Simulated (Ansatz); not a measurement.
**WSe2: a line through a two-coordinate scan**

Aim: follow the energy of WSe2 (P-6m2, No. 187; 3 atoms in the cell) along one coordinate, shift of Se2 along [0 0 1], with the other held at volume per atom at fixed shape = 19.10 Å³.

Program: Ansatz 0.2.0. Level of theory: DFT LDA+D3(BJ), scalar-relativistic, plane waves, PAW. These are calculated values, not measurements.

16 further runs of the same task are left out: 16 set aside as unsound or not needed.

**1. The system as given**

The structure is hexagonal, space group P-6m2 (No. 187). Conventional cell: a = 3.207 Å, b = 3.207 Å, c = 6.746 Å, α = 90.00°, β = 90.00°, γ = 120.00°. Around W (site symmetry -6m2) lie 6 Se at 2.50 Å. Se (site symmetry 3m) has 3 W at 2.50 Å as nearest neighbours.

Structure file:

```cif
data_structure
_symmetry_space_group_name_H-M 'P-6m2'
_symmetry_Int_Tables_number 187
_cell_length_a 3.2070
_cell_length_b 3.2070
_cell_length_c 6.7464
_cell_angle_alpha 90.000
_cell_angle_beta 90.000
_cell_angle_gamma 120.000
_cell_volume 60.09
loop_
_atom_site_label
_atom_site_type_symbol
_atom_site_symmetry_multiplicity
_atom_site_Wyckoff_symbol
_atom_site_fract_x
_atom_site_fract_y
_atom_site_fract_z
_atom_site_occupancy
W1 W 1 a 0.00000 0.00000 0.00000 1
Se1 Se 2 h 0.33333 0.66667 0.24802 1
```

It goes back to an entry of the Materials Project, which need not be the stable form.

It is the result of an earlier relaxation at this level (volume 20.03 Å³/atom; gap on the mesh: 1.06 eV).

**2. What is varied**

Atoms count from 1 in the order of the input.

The energy is mapped over a free internal coordinate and the cell.

The axes are (1) shift of Se2 along [0 0 1], its symmetry partners moved as symmetry demands (measured in the relaxed cell): 7 values from −0.3 Å; (2) volume per atom at fixed shape: 7 values from 17.23 to 22.84 Å³.

Nothing else is relaxed (all other coordinates fixed). Energies count from the relaxed crystal. Points are written as (first, second).

**3. The run at (−0.3 Å, 19.10 Å³)**

input.yaml reads:

```yaml
crystal:
  lattice:
    - [3.1563710177, 0.0, 0.0]
    - [-1.5781855088, 2.7334974851, 0.0]
    - [0.0, 0.0, 6.6398296156]
  atoms:
    - { symbol: W, position: [0.0, 0.0, 0.0] }
    - { symbol: Se, position: [0.3333333333, 0.6666666667, 0.2036989477] }
    - { symbol: Se, position: [0.3333333333, 0.6666666667, 0.7963010523] }
basis:
  ecutwfc: 420
kpoints:
  mp_grid: { grid: [12, 12, 4] }
hamiltonian:
  xc: lda
  pseudopotentials: { kind: paw, azcp: { folder: soft_1 } }
  dispersion: d3bj
scf:
  occupations: { method: gaussian, width: 0.05 }
output:
  forces: true
  stress: true
  eigenvalues: true
  write_density: true
  write_potential: true
  elf: true
  volumetric_format: npy
```

On the command line:

```bash
$ ansatz run input.yaml --threads 1 --pin off --max-ram 2048MiB --backend cpu --events-out ev --progress --plain --runs-dir out
```

What it wrote (excerpt; [...] marks lines left out):

```text
Warning: <dir> the record states the generating functional pbe (its physics header spells it `PBE`), which answers neither for hamiltonian.xc's functional nor for the lda family's — results may be inconsistent (PPs are generated against a specific XC)
[...]
Warning: the engine holds no damping parameters fitted to this dispersion correction and functional, so the run takes those fitted to pbe (hamiltonian.dispersion, under Limitations)
Warning: RAYON_NUM_THREADS=1 ignored (pool sized by the plan → 1); use --threads N
[...]
Pseudopotentials: kind: paw
Pseudopotential: W, paw, valence charge 14, recommended cutoff 420 eV (normal), <dir>
Pseudopotential: Se, paw, valence charge 16, recommended cutoff 420 eV (normal), <dir>
Functional definition: SPW92
[...]
Crystal: 3 atoms, lattice volume = 57.288 Å³
Basis set: ecut = 420 eV, 1115 PW (Γ)
Bands: 28, of which v1, the nominal top of the filled ones, is band 23 counted from 1 (22 counted from 0)
Symmetry: 12 space group operations
Space group: P-6m2 (ITA 187), of the structure as read, at distance tolerance 3.9e-5 Å
k-points: 57 of 576 (time reversal used)
[...]
SCF iter   1: F=—  HF=-20898.135157 eV  |F-HF|=—  |Δ(HF+E_count)|=         —  Δρ=4.70e-2  dr2=3.46e0  ethr=3.10e-3  ⟨swp⟩=6.7  Hψ=7094  notcnv=0
[...]
SCF iter   9: F=-20897.267349 eV  HF=-20897.267349 eV  |F-HF|=2.60e-8  |Δ(HF+E_count)|=   1.82e-7  Δρ=1.10e-5  dr2=7.61e-8  ethr=2.17e-10  ⟨swp⟩=14.6  Hψ=12650  notcnv=0
[...]
SCF converged after 9 iterations
Free energy (F): -20897.267349 eV
[...]
E sigma→0 (E₀):  -20897.267299 eV
Entropy (-TS):   -0.000099 eV (-0.033 meV/atom)
Fermi energy:    13.598129 eV
[...]
--- Forces (eV/Å), atoms counted from 1 ---
  atom   1  W      0.00000000     0.00000000    -0.00000000
  atom   2  Se     0.00000000    -0.00000000    10.17137904
  atom   3  Se    -0.00000000    -0.00000000   -10.17137904
[...]
--- Stress (GPa, compression-positive) ---
       43.643537       0.000000       0.000000
       -0.000000      43.643537      -0.000000
        0.000000      -0.000000      73.202894
  P = ⅓ Tr σ = 53.4967 GPa (534.967 kbar)
--- Band table (eV; the first three rows and the last of 57) ---
[...]
```

Run time: 14 s. Hardware: 1 thread of Arm Neoverse V1, shared host; peak memory 0.34 GiB.

Density in a lattice plane of the grid's cell (edges 3.16 and 6.64 Å, at 0.667 of the third edge), which holds Se.

Values in e/Å³, 12 rows by 6 columns:
```
 0.55  0.80  0.95  0.79  0.55  0.53
 0.55  3.28 28.41  2.82  0.56  0.28
 0.40  2.65 20.72  2.32  0.41  0.16
 0.16  0.53  0.83  0.53  0.16  0.07
 0.04  0.10  0.16  0.11  0.04  0.02
 0.02  0.03  0.03  0.03  0.02  0.01
 0.04  0.10  0.16  0.11  0.04  0.02
 0.16  0.53  0.83  0.53  0.16  0.07
 0.40  2.65 20.72  2.32  0.41  0.16
 0.55  3.28 28.41  2.82  0.56  0.28
 0.55  0.80  0.95  0.79  0.55  0.53
 0.63  0.43  0.46  0.42  0.60  1.03
```
Columns run along the first of these edges and rows up along the second, over one cell in 6 and 12 even steps from the bottom left corner. Atoms in the plane (fractional): Se at (0.33, 0.20), Se at (0.33, 0.80).

ELF in the same plane.

Ten even steps from '0' (0.01) to '9' (0.91):
```
234555532232
467666764212
687424786323
775102677424
787535786313
689999986212
589999985101
368999863000
012333210000
000000000000
012333210000
368999863000
589999985101
689999986212
787535786313
775102677424
687424786323
467666764212
234555532232
222222222343
```
Columns run along the first of these edges and rows up along the second, over one cell in 12 and 20 even steps from the bottom left corner. Atoms in the plane (fractional): Se at (0.33, 0.20), Se at (0.33, 0.80).

Both are smooth fields of the valence electrons: close to the nuclei they are not physical.

The highest ELF values outside the cores: 0.91 beside Se, off the lines to its neighbours, 1.0 Å from Se; 0.78 on the Se–W line, 0.8 Å from Se.

Energy on the map's scale: 1018 meV/atom.

**4. Point (−0.2 Å, 19.10 Å³)**

input.yaml reads:

```yaml
crystal:
  lattice:
    - [3.1563710177, 0.0, 0.0]
    - [-1.5781855088, 2.7334974851, 0.0]
    - [0.0, 0.0, 6.6398296156]
  atoms:
    - { symbol: W, position: [0.0, 0.0, 0.0] }
    - { symbol: Se, position: [0.3333333333, 0.6666666667, 0.2184771471] }
    - { symbol: Se, position: [0.3333333333, 0.6666666667, 0.7815228529] }
basis:
  ecutwfc: 420
kpoints:
  mp_grid: { grid: [12, 12, 4] }
hamiltonian:
  xc: lda
  pseudopotentials: { kind: paw, azcp: { folder: soft_1 } }
  dispersion: d3bj
scf:
  occupations: { method: gaussian, width: 0.05 }
output:
  forces: true
  stress: true
  eigenvalues: true
```

On the command line:

```bash
$ ansatz run input.yaml --threads 1 --pin off --max-ram 2048MiB --backend cpu --events-out ev --progress --plain --runs-dir out
```

What it wrote (excerpt; [...] marks lines left out):

```text
Warning: <dir> the record states the generating functional pbe (its physics header spells it `PBE`), which answers neither for hamiltonian.xc's functional nor for the lda family's — results may be inconsistent (PPs are generated against a specific XC)
[...]
Warning: the engine holds no damping parameters fitted to this dispersion correction and functional, so the run takes those fitted to pbe (hamiltonian.dispersion, under Limitations)
Warning: RAYON_NUM_THREADS=1 ignored (pool sized by the plan → 1); use --threads N
[...]
[... 4 set-up lines as earlier in the session ...]
[...]
Crystal: 3 atoms, lattice volume = 57.288 Å³
Basis set: ecut = 420 eV, 1115 PW (Γ)
Bands: 28, of which v1, the nominal top of the filled ones, is band 23 counted from 1 (22 counted from 0)
[... 2 set-up lines as earlier in the session ...]
k-points: 57 of 576 (time reversal used)
[...]
SCF iter   1: F=—  HF=-20899.741918 eV  |F-HF|=—  |Δ(HF+E_count)|=         —  Δρ=4.46e-2  dr2=3.65e0  ethr=3.10e-3  ⟨swp⟩=6.4  Hψ=6932  notcnv=0
[...]
SCF iter   9: F=-20898.887942 eV  HF=-20898.887942 eV  |F-HF|=1.14e-9  |Δ(HF+E_count)|=   4.99e-8  Δρ=4.39e-6  dr2=5.97e-9  ethr=2.17e-10  ⟨swp⟩=11.2  Hψ=7086  notcnv=0
[...]
SCF converged after 9 iterations
Free energy (F): -20898.887942 eV
[...]
E sigma→0 (E₀):  -20898.887942 eV
Fermi energy:    13.801014 eV
[...]
--- Forces (eV/Å), atoms counted from 1 ---
  atom   1  W      0.00000000     0.00000000    -0.00000000
  atom   2  Se     0.00000000    -0.00000000     6.46901661
  atom   3  Se    -0.00000000    -0.00000000    -6.46901661
[...]
--- Stress (GPa, compression-positive) ---
       28.225527       0.000000       0.000000
        0.000000      28.225527      -0.000000
        0.000000      -0.000000      49.694953
  P = ⅓ Tr σ = 35.3820 GPa (353.820 kbar)
--- Band table (eV; the first three rows and the last of 57) ---
[...]
```

It took 9.7 s on 1 thread of Arm Neoverse V1, shared host; peak memory 0.33 GiB.

Energy on the map's scale: 478 meV/atom.

**5. Grid point (0.0 Å, 19.10 Å³)**

input.yaml, as its differences from that of step 4:

```diff
@@ -7,4 +7,4 @@
     - { symbol: W, position: [0.0, 0.0, 0.0] }
-    - { symbol: Se, position: [0.3333333333, 0.6666666667, 0.2184771471] }
-    - { symbol: Se, position: [0.3333333333, 0.6666666667, 0.7815228529] }
+    - { symbol: Se, position: [0.3333333333, 0.6666666667, 0.2480187231] }
+    - { symbol: Se, position: [0.3333333333, 0.6666666667, 0.7519812769] }
 basis:
```

On the command line:

```bash
$ ansatz run input.yaml --threads 1 --pin off --max-ram 2048MiB --backend cpu --events-out ev --progress --plain --runs-dir out
```

What it wrote (excerpt; [...] marks lines left out):

```text
Warning: <dir> the record states the generating functional pbe (its physics header spells it `PBE`), which answers neither for hamiltonian.xc's functional nor for the lda family's — results may be inconsistent (PPs are generated against a specific XC)
[...]
Warning: the engine holds no damping parameters fitted to this dispersion correction and functional, so the run takes those fitted to pbe (hamiltonian.dispersion, under Limitations)
Warning: RAYON_NUM_THREADS=1 ignored (pool sized by the plan → 1); use --threads N
[...]
[... 4 set-up lines as earlier in the session ...]
[...]
Crystal: 3 atoms, lattice volume = 57.288 Å³
Basis set: ecut = 420 eV, 1115 PW (Γ)
Bands: 28, of which v1, the nominal top of the filled ones, is band 23 counted from 1 (22 counted from 0)
[... 2 set-up lines as earlier in the session ...]
k-points: 57 of 576 (time reversal used)
[...]
SCF iter   1: F=—  HF=-20901.144238 eV  |F-HF|=—  |Δ(HF+E_count)|=         —  Δρ=4.18e-2  dr2=4.57e0  ethr=3.10e-3  ⟨swp⟩=6.1  Hψ=6544  notcnv=0
[...]
SCF iter   9: F=-20900.252768 eV  HF=-20900.252768 eV  |F-HF|=8.80e-10  |Δ(HF+E_count)|=   6.88e-8  Δρ=5.39e-6  dr2=9.78e-9  ethr=2.17e-10  ⟨swp⟩=5.2  Hψ=5623  notcnv=0
the search or the solves at the SCF's close seem to have found levels that the self-consistency loop had missed (the run counts 1). By its estimate they hold under 1e-12 electrons; where the run keeps them, the occupations were computed again with them
[...]
SCF converged after 9 iterations
Free energy (F): -20900.252768 eV
[...]
E sigma→0 (E₀):  -20900.252768 eV
Fermi energy:    13.653280 eV
[...]
--- Forces (eV/Å), atoms counted from 1 ---
  atom   1  W      0.00000000     0.00000000    -0.00000000
  atom   2  Se     0.00000000    -0.00000000     0.88574610
  atom   3  Se    -0.00000000    -0.00000000    -0.88574610
[...]
--- Stress (GPa, compression-positive) ---
        7.650468      -0.000000       0.000000
       -0.000000       7.650468      -0.000000
        0.000000      -0.000000       9.333535
  P = ⅓ Tr σ = 8.2115 GPa (82.115 kbar)
--- Band table (eV; the first three rows and the last of 57) ---
[...]
```

Wall time 12 s (1 thread of Arm Neoverse V1, shared host); peak memory 0.33 GiB.

On the map this point reads 23 meV/atom.

**6. The run at (0.1 Å, 19.10 Å³)**

input.yaml, as its differences from that of step 5:

```diff
@@ -7,4 +7,4 @@
     - { symbol: W, position: [0.0, 0.0, 0.0] }
-    - { symbol: Se, position: [0.3333333333, 0.6666666667, 0.2480187231] }
-    - { symbol: Se, position: [0.3333333333, 0.6666666667, 0.7519812769] }
+    - { symbol: Se, position: [0.3333333333, 0.6666666667, 0.2627969224] }
+    - { symbol: Se, position: [0.3333333333, 0.6666666667, 0.7372030776] }
 basis:
```

On the command line:

```bash
$ ansatz run input.yaml --threads 1 --pin off --max-ram 2048MiB --backend cpu --events-out ev --progress --plain --runs-dir out
```

What it wrote (excerpt; [...] marks lines left out):

```text
Warning: <dir> the record states the generating functional pbe (its physics header spells it `PBE`), which answers neither for hamiltonian.xc's functional nor for the lda family's — results may be inconsistent (PPs are generated against a specific XC)
[...]
Warning: the engine holds no damping parameters fitted to this dispersion correction and functional, so the run takes those fitted to pbe (hamiltonian.dispersion, under Limitations)
Warning: RAYON_NUM_THREADS=1 ignored (pool sized by the plan → 1); use --threads N
[...]
[... 4 set-up lines as earlier in the session ...]
[...]
Crystal: 3 atoms, lattice volume = 57.288 Å³
Basis set: ecut = 420 eV, 1115 PW (Γ)
Bands: 28, of which v1, the nominal top of the filled ones, is band 23 counted from 1 (22 counted from 0)
[... 2 set-up lines as earlier in the session ...]
k-points: 57 of 576 (time reversal used)
[...]
SCF iter   1: F=—  HF=-20901.137229 eV  |F-HF|=—  |Δ(HF+E_count)|=         —  Δρ=4.12e-2  dr2=5.23e0  ethr=3.10e-3  ⟨swp⟩=6.0  Hψ=6414  notcnv=0
[...]
SCF iter   9: F=-20900.220582 eV  HF=-20900.220582 eV  |F-HF|=4.13e-9  |Δ(HF+E_count)|=   6.20e-8  Δρ=5.40e-6  dr2=1.26e-8  ethr=2.17e-10  ⟨swp⟩=4.5  Hψ=5425  notcnv=0
[...]
SCF converged after 9 iterations
Free energy (F): -20900.220582 eV
[...]
E sigma→0 (E₀):  -20900.220582 eV
Fermi energy:    13.503241 eV
[...]
--- Forces (eV/Å), atoms counted from 1 ---
  atom   1  W      0.00000000     0.00000000    -0.00000000
  atom   2  Se    -0.00000000    -0.00000000    -1.14585388
  atom   3  Se     0.00000000    -0.00000000     1.14585388
[...]
--- Stress (GPa, compression-positive) ---
        1.135462      -0.000000       0.000000
        0.000000       1.135462      -0.000000
        0.000000      -0.000000      -5.668553
  P = ⅓ Tr σ = -1.1325 GPa (-11.325 kbar)
--- Band table (eV; the first three rows and the last of 57) ---
[...]
```

It took 9.4 s on 1 thread of Arm Neoverse V1, shared host; peak memory 0.33 GiB.

Energy on the map's scale: 34 meV/atom.

**7. The run at (0.3 Å, 19.10 Å³)**

input.yaml, as its differences from that of step 6:

```diff
@@ -7,4 +7,4 @@
     - { symbol: W, position: [0.0, 0.0, 0.0] }
-    - { symbol: Se, position: [0.3333333333, 0.6666666667, 0.2627969224] }
-    - { symbol: Se, position: [0.3333333333, 0.6666666667, 0.7372030776] }
+    - { symbol: Se, position: [0.3333333333, 0.6666666667, 0.2923384985] }
+    - { symbol: Se, position: [0.3333333333, 0.6666666667, 0.7076615015] }
 basis:
```

On the command line:

```bash
$ ansatz run input.yaml --threads 1 --pin off --max-ram 2048MiB --backend cpu --events-out ev --progress --plain --runs-dir out
```

What it wrote (excerpt; [...] marks lines left out):

```text
Warning: <dir> the record states the generating functional pbe (its physics header spells it `PBE`), which answers neither for hamiltonian.xc's functional nor for the lda family's — results may be inconsistent (PPs are generated against a specific XC)
[...]
Warning: the engine holds no damping parameters fitted to this dispersion correction and functional, so the run takes those fitted to pbe (hamiltonian.dispersion, under Limitations)
Warning: RAYON_NUM_THREADS=1 ignored (pool sized by the plan → 1); use --threads N
[...]
[... 4 set-up lines as earlier in the session ...]
[...]
Crystal: 3 atoms, lattice volume = 57.288 Å³
Basis set: ecut = 420 eV, 1115 PW (Γ)
Bands: 28, of which v1, the nominal top of the filled ones, is band 23 counted from 1 (22 counted from 0)
[... 2 set-up lines as earlier in the session ...]
k-points: 57 of 576 (time reversal used)
[...]
SCF iter   1: F=—  HF=-20900.113023 eV  |F-HF|=—  |Δ(HF+E_count)|=         —  Δρ=4.26e-2  dr2=7.08e0  ethr=3.10e-3  ⟨swp⟩=5.9  Hψ=6388  notcnv=0
[...]
SCF iter   9: F=-20899.133267 eV  HF=-20899.133267 eV  |F-HF|=8.91e-9  |Δ(HF+E_count)|=   5.83e-8  Δρ=6.47e-6  dr2=2.13e-8  ethr=2.17e-10  ⟨swp⟩=9.4  Hψ=7082  notcnv=0
[...]
SCF converged after 9 iterations
Free energy (F): -20899.133267 eV
[...]
E sigma→0 (E₀):  -20899.132756 eV
Entropy (-TS):   -0.001022 eV (-0.341 meV/atom)
Fermi energy:    13.328611 eV
[...]
--- Forces (eV/Å), atoms counted from 1 ---
  atom   1  W      0.00000000     0.00000000    -0.00000000
  atom   2  Se    -0.00000000    -0.00000000    -4.16806718
  atom   3  Se     0.00000000     0.00000000     4.16806718
[...]
--- Stress (GPa, compression-positive) ---
       -6.493347      -0.000000       0.000000
       -0.000000      -6.493347      -0.000000
        0.000000      -0.000000     -22.960103
  P = ⅓ Tr σ = -11.9823 GPa (-119.823 kbar)
--- Band table (eV; the first three rows and the last of 57) ---
[...]
```

Wall time 9.7 s (1 thread of Arm Neoverse V1, shared host); peak memory 0.33 GiB.

On the map this point reads 396 meV/atom.

**8. What came out**

| shift of Se2 along [0 0 1], its symmetry partners moved as symmetry demands (measured in the relaxed cell) (Å) | step | energy (meV/atom) | slope (meV/atom per Å) | pressure (GPa) | band gap on the k-mesh (eV) | largest force on an atom (eV/Å) |
| --- | --- | --- | --- | --- | --- | --- |
| −0.3 | 3 | 1018 | −6674 | 53 | 0.00 | 10.2 |
| −0.2 | 4 | 478 | −4245 | 35 | 0.34 | 6.5 |
| −0.1 | – | 160 | −2219 | 20 | 1.14 | 3.4 |
| 0.0 | 5 | 23 | −581 | 8 | 1.04 | 0.9 |
| 0.1 | 6 | 34 | 752 | −1 | 0.71 | 1.1 |
| 0.2 | – | 165 | 1850 | −8 | 0.34 | 2.8 |
| 0.3 | 7 | 396 | 2735 | −12 | 0.00 | 4.2 |

Energies count from the relaxed crystal. Rows without a step come from runs not printed here or follow by symmetry. Slopes come from the forces (and the stress, where the cell changes), not from differences of energies.

The lowest point of the line is at 0.0 Å, 23 meV/atom from the zero. A fit to energies and slopes at the lowest point and its two neighbours puts the minimum at 0.04 Å, with a curvature of about 14000 meV/atom per Å². The highest point computed, at −0.3 Å, lies 995 meV/atom above the lowest. The gap on the mesh reads zero on part of the line; semilocal functionals close small gaps early. This is one cut through a surface in two coordinates; the map's lowest point lies off it. The gap on the mesh closes on part of the grid. Spin-orbit coupling is left out, which matters for the bands of W.
